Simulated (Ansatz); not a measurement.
TiRh and its elements, a formation energy from the elements

Computed with Ansatz's Python interface.

Run as a notebook:

In [1]:
```python
from collections import Counter

import ansatz as az
import numpy as np
```

In [2]:
```python
PHASES = {
    "TiRh": (
        [(2.988, 0.0, 0.0), (0.0, 2.988, 0.0), (0.0, 0.0, 3.35)],
        [
            ("Ti", (0.5, 0.5, 0.5)),
            ("Rh", (0.0, 0.0, 0.0)),
        ],
    ),
    "Ti": (
        [(2.95, 0.0, 0.0), (-1.475, 2.554775, 0.0), (0.0, 0.0, 4.68)],
        [
            ("Ti", (1 / 3, 2 / 3, 0.25)),
            ("Ti", (2 / 3, 1 / 3, 0.75)),
        ],
    ),
    "Rh": (
        [(0.0, 1.89785, 1.89785), (1.89785, 0.0, 1.89785), (1.89785, 1.89785, 0.0)],
        [
            ("Rh", (0.0, 0.0, 0.0)),
        ],
    ),
}
```

In [3]:
```python
def build(vectors, sites):
    crystal = az.Crystal(lattice=az.Lattice.of(vectors))
    for symbol, position in sites:
        crystal = crystal.atom(symbol, position)
    return crystal
```

In [4]:
```python
def ground_state(name, crystal):
    calc = (
        crystal.calculation()
        .functional("r2scan")
        .basis(750)
        .accuracy("medium")
        .kpoints(spacing=0.39)
        .occupations("fermi_dirac", width=0.1)
        .stress()
    )
    calc = calc.relax(force_tolerance=0.02, max_steps=60, fix_cell=["shape"])
    return calc.run()
```

In [5]:
```python
def counts(outcome):
    return Counter(site.symbol for site in outcome.lattice.sites)

def formation_energy(outcome, mu):
    n = counts(outcome)
    return (outcome.report["energy_sigma0_ev"] - sum(k * mu[element] for element, k in n.items())) / sum(n.values())
```

In [6]:
```python
def volume_per_atom(outcome):
    return abs(np.linalg.det(outcome.lattice.cell_ang)) / len(outcome.lattice.sites)
```

In [7]:
```python
phases = {name: build(*cell) for name, cell in PHASES.items()}
```

In [8]:
```python
done = {}
for name, crystal in phases.items():
    done[name] = ground_state(name, crystal)
    print(f"{name}: {done[name].report['energy_sigma0_ev']:.4f} eV, {len(done[name].lattice.sites)} atoms")
```
```text
TiRh: -8921.1910 eV, 2 atoms
Ti: -5008.7512 eV, 2 atoms
Rh: -6415.2476 eV, 1 atoms
```

In [9]:
```python
# chemical potentials of the elements at zero temperature
references = {"Ti": "Ti", "Rh": "Rh"}
mu = {element: done[name].report["energy_sigma0_ev"] / len(done[name].lattice.sites) for element, name in references.items()}
```

In [10]:
```python
target = done["TiRh"]
heat = formation_energy(target, mu)
for element, value in mu.items():
    print(f"mu({element}) = {value:.4f} eV from {references[element]}, {volume_per_atom(done[references[element]]):.2f} A^3/atom")
print(f"formation energy of TiRh: {heat:.4f} eV/atom = {96.4853 * heat:.1f} kJ/mol of atoms")
```
```text
mu(Ti) = -2504.3756 eV from Ti, 17.32 A^3/atom
mu(Rh) = -6415.2476 eV from Rh, 13.78 A^3/atom
formation energy of TiRh: -0.7839 eV/atom = -75.6 kJ/mol of atoms
```

The formation energy is -0.784 eV an atom (-75.6 kJ per mole of atoms), so TiRh lies below the reference phases.

What to keep in mind:
- The settings weren't tested for convergence.
- For the metals among these phases the mesh is modest: differences between phases can be off by up to 40 meV an atom.
- Atoms and volume are relaxed with the cell's shape held, which in cells of lower than cubic symmetry can hide stresses and shift volumes.
- The cells come from databases of deposited and of computed structures, and not all need be stable phases.
- The compound is the structure given, not necessarily its lowest; energies are at zero temperature, with no correction for gases. A semilocal functional's error on such energies is often 0.05 to 0.1 eV an atom, and 0.1 to 0.3 eV against gases such as O2 or F2.
- It ran for 43 s on 1 thread of Arm Neoverse V1 (shared host), peak memory 0.57 GiB.

(Lines on the test bed's own set-up are left out of the output.)
